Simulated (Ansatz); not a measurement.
**C₃H₁₂BNSi: basis-set convergence**

The task here is to estimate one member of a computed series from the others.

Method: one geometry, several basis sets; program: Ansatz 0.2.0, Gaussian basis.

Levels to be run: PBE0-D4/def2-SVP; ωB97M-V/def2-SVP; PBE0-D4/def2-QZVPP; ωB97M-V/def2-QZVPP; the functionals' def2-TZVPP values are taken from earlier runs.

1 further run of the same task is left out (it didn't finish). Runs told in other sessions of the task aren't counted.

**The relaxed structure**

An earlier PBE0-D4 in a triple-zeta def2 set relaxation fixed the geometry.

18 atoms, charge 0, spin multiplicity 1.

Atoms are counted from 1 here; the program's logs count them from 0.

Bond lengths: B1–N2 1.395 Å, B1–H7 1.200 Å, B1–H8 1.198 Å, N2–Si3 1.760 Å, N2–H9 1.012 Å, Si3–C4 1.862 Å, Si3–C5 1.870 Å, Si3–C6 1.870 Å, C4–H10 1.092 Å, C4–H11 1.092 Å, C4–H12 1.094 Å, C5–H13 1.093 Å, C5–H14 1.093 Å, C5–H15 1.094 Å, C6–H16 1.094 Å, C6–H17 1.093 Å, C6–H18 1.094 Å. Angles: N2–B1–H7 119.7°, N2–B1–H8 119.7°, H7–B1–H8 120.6°, B1–N2–Si3 129.6°, B1–N2–H9 115.4°, Si3–N2–H9 115.0°, N2–Si3–C4 109.1°, N2–Si3–C5 108.3°, N2–Si3–C6 108.3°, C4–Si3–C5 110.8°, C4–Si3–C6 110.8°, C5–Si3–C6 109.4°, Si3–C4–H10 111.6°, Si3–C4–H11 111.6°, Si3–C4–H12 109.5°, H10–C4–H11 107.9°, H10–C4–H12 108.0°, H11–C4–H12 108.0° and more.

Set-up of the first run:

Input file in.yaml:

```yaml
crystal:
  periodic: [false, false, false]
  atoms:
    - {symbol: B, position_ang: [2.089523, -0.574155, 1.387031]}
    - {symbol: N, position_ang: [0.898987, 0.134841, 1.228174]}
    - {symbol: Si, position_ang: [-0.253562, 0.107232, -0.101778]}
    - {symbol: C, position_ang: [0.344028, -1.085397, -1.401043]}
    - {symbol: C, position_ang: [-0.387987, 1.837314, -0.798639]}
    - {symbol: C, position_ang: [-1.915760, -0.421843, 0.571992]}
    - {symbol: H, position_ang: [2.747000, -0.417001, 2.378235]}
    - {symbol: H, position_ang: [2.446695, -1.334675, 0.532565]}
    - {symbol: H, position_ang: [0.659658, 0.758678, 1.988205]}
    - {symbol: H, position_ang: [0.435509, -2.099132, -1.005495]}
    - {symbol: H, position_ang: [1.317225, -0.791875, -1.800130]}
    - {symbol: H, position_ang: [-0.368426, -1.109104, -2.230589]}
    - {symbol: H, position_ang: [0.572430, 2.174072, -1.196726]}
    - {symbol: H, position_ang: [-1.122842, 1.878203, -1.607359]}
    - {symbol: H, position_ang: [-0.701740, 2.551661, -0.032164]}
    - {symbol: H, position_ang: [-2.256048, 0.250605, 1.364587]}
    - {symbol: H, position_ang: [-1.865455, -1.431059, 0.988228]}
    - {symbol: H, position_ang: [-2.676736, -0.416962, -0.213293]}
basis:
  gaussian: {orbitals: def2-SVP}
hamiltonian: {xc: pbe0, dispersion: d4}
output: {orbitals: {seedname: orbitals}}
```

Command:

```console
$ ansatz run in.yaml --threads 4 --pin off --events-out ev --progress --plain --max-ram 11315MiB
```

Among the steps run: PBE0-D4 in def2-SVP; ωB97M-V in def2-SVP; PBE0-D4 in def2-QZVPP; ωB97M-V in def2-QZVPP.

One of the session's tables, all rows but one given; the rest of the session is left out.

It belongs to the step «Density functionals: the series». 

| functional | basis | HOMO (eV) | LUMO (eV) |
| --- | --- | --- | --- |
| PBE0-D4 | def2-SVP | ? | ? |
| PBE0-D4 | def2-TZVPP | -7.96 | 0.09 |
| PBE0-D4 | def2-QZVPP | -7.97 | 0.01 |
| ωB97M-V | def2-SVP | -10.16 | 2.41 |
| ωB97M-V | def2-TZVPP | -10.23 | 1.87 |
| ωB97M-V | def2-QZVPP | -10.24 | 1.40 |

**Question.** Estimate the row for PBE0-D4, def2-SVP.

**Answer.** HOMO (eV): -7.90; LUMO (eV): 0.38. In the column «HOMO (eV)» it is the highest.
